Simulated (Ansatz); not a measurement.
# CH4BFO2: one species, many methods

One table from this session's results is given with a row withheld; the runs are named, their logs left out.

Method: functionals in def2-TZVPP, the program's frozen cores in correlated methods; program: Ansatz 0.2.0, Gaussian basis.

Plan: LDA (SPW92), PBE-D4, revPBE-D4, BLYP-D4, r2SCAN-D4, B97M-V, PBE0-D4, B3LYP-D4, r2SCANh-D4, r2SCAN0-D4, HSE06-D4, BHLYP-D4, CAM-B3LYP-D4, LC-ωPBE, ωB97X-V, ωB97M-V, B2PLYP, PBE-QIDH; CCSD(T)/def2-SVP; CCSD(T)/def2-TZVPP; MP2/def2-QZVPP; extrapolation to the limit; RPA on PBE.

## The relaxed structure

All runs share one geometry, relaxed beforehand with PBE0-D4 in a triple-zeta def2 set.

9 atoms, charge 0, spin multiplicity 1.

Atoms are counted from 1 here; the program's logs count them from 0.

Bond lengths: B1–C2 1.593 Å, B1–O3 1.349 Å, B1–H6 1.197 Å, C2–O4 1.371 Å, C2–F5 1.414 Å, C2–H7 1.093 Å, O3–H8 0.960 Å, O4–H9 0.964 Å. Angles: C2–B1–O3 115.2°, C2–B1–H6 122.9°, O3–B1–H6 121.8°, B1–C2–O4 115.2°, B1–C2–F5 103.0°, B1–C2–H7 115.5°, O4–C2–F5 110.1°, O4–C2–H7 107.1°, F5–C2–H7 105.4°, B1–O3–H8 114.7°, C2–O4–H9 108.7°.

Set-up of the first run:

in.yaml

```yaml
crystal:
  periodic: [false, false, false]
  atoms:
    - {symbol: B, position_ang: [-0.129881, -0.145530, -0.803214]}
    - {symbol: C, position_ang: [0.415518, 0.746509, 0.398116]}
    - {symbol: O, position_ang: [-0.826552, -1.240691, -0.435215]}
    - {symbol: O, position_ang: [-0.139716, 0.478757, 1.622551]}
    - {symbol: F, position_ang: [1.797472, 0.446885, 0.414956]}
    - {symbol: H, position_ang: [0.099088, 0.101067, -1.952382]}
    - {symbol: H, position_ang: [0.354701, 1.827716, 0.246982]}
    - {symbol: H, position_ang: [-1.094757, -1.808997, -1.161012]}
    - {symbol: H, position_ang: [-0.387375, -0.452315, 1.652218]}
basis:
  gaussian: {orbitals: def2-TZVPP}
hamiltonian: {xc: lda}
output: {orbitals: {seedname: orbitals}}
```

Launch:

```console
ansatz run in.yaml --threads 2 --pin off --events-out ev --progress --plain --max-ram 4352MiB
```

Among the steps run: LDA; PBE-D4 (GGA); revPBE-D4 (GGA); BLYP-D4 (GGA); r2SCAN-D4 (meta-GGA); B97M-V (meta-GGA); B3LYP-D4 (hybrid); r2SCANh-D4 (hybrid); r2SCAN0-D4 (hybrid); HSE06-D4 (hybrid); BHLYP-D4 (hybrid); CAM-B3LYP-D4 (range-separated); LC-ωPBE (range-separated); ωB97X-V (range-separated); ωB97M-V (range-separated); B2PLYP (double hybrid); PBE-QIDH (double hybrid).

One of the session's tables, all rows but one given; the rest of the session is left out.

It belongs to the step «Orbital energies across the functionals». 

| functional | HOMO (eV) | gap (eV) |
| --- | --- | --- |
| LDA (SPW92) | -6.90 | 4.79 |
| PBE-D4 | -6.76 | 4.97 |
| revPBE-D4 | -6.69 | 5.04 |
| BLYP-D4 | -6.71 | 5.04 |
| r2SCAN-D4 | ? | ? |
| B97M-V | -7.22 | 5.75 |
| PBE0-D4 | -8.37 | 7.60 |
| B3LYP-D4 | -8.17 | 7.13 |
| r2SCANh-D4 | -7.68 | 6.61 |
| r2SCAN0-D4 | -8.59 | 8.03 |
| HSE06-D4 | -7.96 | 6.80 |
| BHLYP-D4 | -9.97 | 10.21 |
| CAM-B3LYP-D4 | -9.89 | 10.20 |
| LC-ωPBE | -11.20 | 12.78 |
| ωB97X-V | -10.86 | 12.33 |
| ωB97M-V | -10.75 | 11.96 |

**Question.** Estimate the row for r2SCAN-D4.

Worked estimate for «HOMO (eV)». Against the share of exact exchange, r2SCANh-D4 (0.1, -7.68), r2SCAN0-D4 (0.25, -8.59) give a slope of -6.07 per unit share; at 0 the line stands at -7.07.

**Answer.** HOMO (eV): -7.08; gap (eV): 5.65. In «HOMO (eV)» the line misses by +0.01.
